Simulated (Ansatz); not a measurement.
# H2Os: the cost of one run

Computed with Ansatz 0.2.0 (DFT PBE, scalar-relativistic, plane waves, PAW, unless a step's input says otherwise).

2 further runs of the same task are left out: 1 that didn't finish, 1 set aside as unsound or not needed.

### 1 The system as given

The structure is tetragonal, space group P4/mmm (No. 123). Conventional cell: a = 2.584 Å, b = 2.584 Å, c = 4.387 Å, α = 90.00°, β = 90.00°, γ = 90.00°. Around H (site symmetry 4mm) lie 1 H at 1.81 Å and 4 Os at 2.04 Å. Os (site symmetry 4/mmm) has 8 H at 2.04 Å as nearest neighbours.

Coordinates:

```xyz
3
Lattice="2.5842 0.0000 0.0000 0.0000 2.5842 0.0000 0.0000 0.0000 4.3869" Properties=species:S:1:pos:R:3 pbc="T T T"
H     1.2921    1.2921    0.9062
H     1.2921    1.2921    3.4807
Os    0.0000    0.0000    0.0000
```

The cell was relaxed beforehand at this level, from a database cell with other species swapped in; it needn't be the stable form of this composition. At a tolerance of 0.05 Å it has space group P4/mmm (No. 123); it has 9.77 Å³/atom, an uncorrected energy of +0.99 eV/atom over the elements.

### 2 Bands, states and charges

The input, input.yaml:

```yaml
crystal:
  lattice:
    - [2.584159126, 0.0, 0.0]
    - [0.0, 2.584159126, 0.0]
    - [0.0, 0.0, 4.3869275869]
  atoms:
    - { symbol: H, position: [0.5, 0.5, 0.2065652531] }
    - { symbol: H, position: [0.5, 0.5, 0.7934347469] }
    - { symbol: Os, position: [0.0, 0.0, 0.0] }
basis:
  ecutwfc: 420
kpoints:
  mp_grid: { grid: [18, 18, 10] }
  band_path:
    path:
      - [[0.0, 0.0, 0.0], [0.0, 0.5, 0.0], [0.5, 0.5, 0.0], [0.0, 0.0, 0.0], [0.0, 0.0, 0.5], [0.0, 0.5, 0.5], [0.5, 0.5, 0.5], [0.0, 0.0, 0.5]]
      - [[0.0, 0.5, 0.0], [0.0, 0.5, 0.5]]
      - [[0.5, 0.5, 0.0], [0.5, 0.5, 0.5]]
    npoints: 14
hamiltonian:
  xc: pbe
scf:
  occupations: { method: gaussian, width: 0.1 }
  n_extra_bands: 7
output:
  forces: true
  stress: true
  eigenvalues: true
  populations: true
  dos: { projected: true, de: 0.02, nscf_kmesh: { grid: [22, 22, 12] } }
  bader: true
  write_density: true
  write_potential: true
  elf: true
  volumetric_format: npy
```

The run is started by

```sh
$ ansatz run input.yaml --threads 1 --pin off --max-ram 2560MiB --backend cpu --events-out ev --progress --plain --runs-dir out
```

What time and memory should one allow on 1 thread of Arm Neoverse V2, shared host?

About 34 s, with a peak of 0.41 GiB.
